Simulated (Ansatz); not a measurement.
# CHGeSi+ (singlet): the correlation ladder, cc-pVDZ

An exercise on one series of results from a longer session: the logs are not shown, and one member is left open.

Program: Ansatz 0.2.0, Gaussian basis. Level of theory: cc-pVDZ, core rule «outside noble gas», up to 20 orbitals frozen. These are calculated values, not measurements.

Plan: UHF; CCSD(T) on RHF; BCCD(T) on RHF; CISD; CCSDT(Q) on RHF; CASSCF and MRCISD+Q, 8 electrons in 8 orbitals; CASSCF and NEVPT2, 8 electrons in 8 orbitals.

24 further runs of the same task are left out: 12 that didn't finish, 12 set aside as unsound or not needed. Runs told in other sessions of the task aren't counted.

## What is computed

The geometry is a PBE0/def2-TZVP stationary point (not a proven minimum) of the parent state, kept for this charge and spin. No spin-orbit coupling is included. The filled d shell of Ge may be among the frozen orbitals whatever the setting's name suggests.

4 atoms, charge 1, spin multiplicity 1.

Atoms are counted from 1 here; the program's logs count them from 0.

Bond lengths: C1–Ge2 1.845 Å, Ge2–Si3 2.292 Å, Si3–H4 1.535 Å. Angles: C1–Ge2–Si3 163.3°, Ge2–Si3–H4 81.5°.

Set-up of the first run:

in.yaml

```yaml
crystal:
  periodic: [false, false, false]
  atoms:
    - {symbol: C, position_ang: [0.000000, -0.238604, 2.206612]}
    - {symbol: Ge, position_ang: [0.000000, 0.087182, 0.390206]}
    - {symbol: Si, position_ang: [0.000000, -0.172309, -1.887072]}
    - {symbol: H, position_ang: [0.000000, 1.361480, -1.833622]}
basis:
  gaussian: {orbitals: cc-pVDZ}
total_charge: 1
magnetization: {spin_polarized: true, initial_magnetization: 0}
hamiltonian: {xc: hf}
output: {orbitals: {seedname: orbitals}}
```

The run is started by

```console
> ansatz run in.yaml --threads 1 --pin off --events-out ev --progress --plain --max-ram 2393MiB
```

Among the steps run: UHF; CCSD(T) on RHF; BCCD(T) on RHF; CISD; CCSDT(Q) on RHF; CASSCF and MRCISD+Q, 8 electrons in 8 orbitals; CASSCF and NEVPT2, 8 electrons in 8 orbitals.

One table of the session follows, with a row left open; its other results are not shown here.

```
           method  from RCCSDT(Q) (kcal/mol)
              RHF                    +206.07
             RMP2                     +49.70
            RCCSD                     +16.35
         RCCSD(T)                      +4.70
          BCCD(T)                          ?
           RCCSDT                      +2.34
        RCCSDT(Q)                          0
  CASSCF frontier                    +134.78
  NEVPT2 frontier                     +37.63
  MRCISD frontier                     +18.90
MRCISD+Q frontier                      +4.52
```

Q: Estimate the row for BCCD(T) from the others.

The run gave: from RCCSDT(Q) (kcal/mol): +4.62. In the column «from RCCSDT(Q) (kcal/mol)» it lies between MRCISD+Q frontier (+4.52) and RCCSD(T) (+4.70).

Not comparable, so not listed: CISD (they don't share determinant, frozen orbitals or solution with the rows shown, or repeat one).
